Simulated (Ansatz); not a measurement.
NiMoIrPdW in Ansatz: the effect of functional

The system is NiMoIrPdW.

```
Ni Mo Pd Ir W
1.0
     4.11705    0.00000    0.00000
    -2.05853    3.56547    0.00000
     0.00000    0.00000    5.44580
Ni Mo Pd Ir W
1 1 1 1 1
Direct
  0.00000 0.00000 0.95775
  0.66667 0.33333 0.96161
  0.66667 0.33333 0.46295
  0.33333 0.66667 0.72572
  0.33333 0.66667 0.23642
```

The cell was built by a generator and needn't be a form met in nature.

Alike in all runs:

* Program: Ansatz 0.2.0
* Task: band structure
* Potentials or basis: all-electron LAPW, scalar-relativistic
* Basis error allowed: 0.002 eV/atom
* k mesh: 6 × 6 × 4
* Occupations: fermi-dirac, width 0.05 eV
* Spin: collinear spin, ferromagnetic start
* Starting moments: [1.0, 1.0, 0.0, 0.6, 0.0] μB

Q: One run gave: pressure 9.7 GPa; largest force 0.29 eV/Å. Which functional did it use?
A. LDA
B. PBE
C. PBEsol
D. revPBE
E. BLYP

A: E.

```csv
functional,cutoff,pressure (GPa),largest force (eV/Å)
RPBE,315 eV,3.7,0.20
PBE,315 eV,0.0,0.17
revPBE,315 eV,2.7,0.19
PBEsol,314 eV,-8.0,0.10
BLYP,314 eV,9.7,0.29
LDA,314 eV,-12.9,0.09
```

Caveats: the k mesh is thin for a metal, which can move the energy by tens of meV per atom.

Not every run made on this cell is shown here.
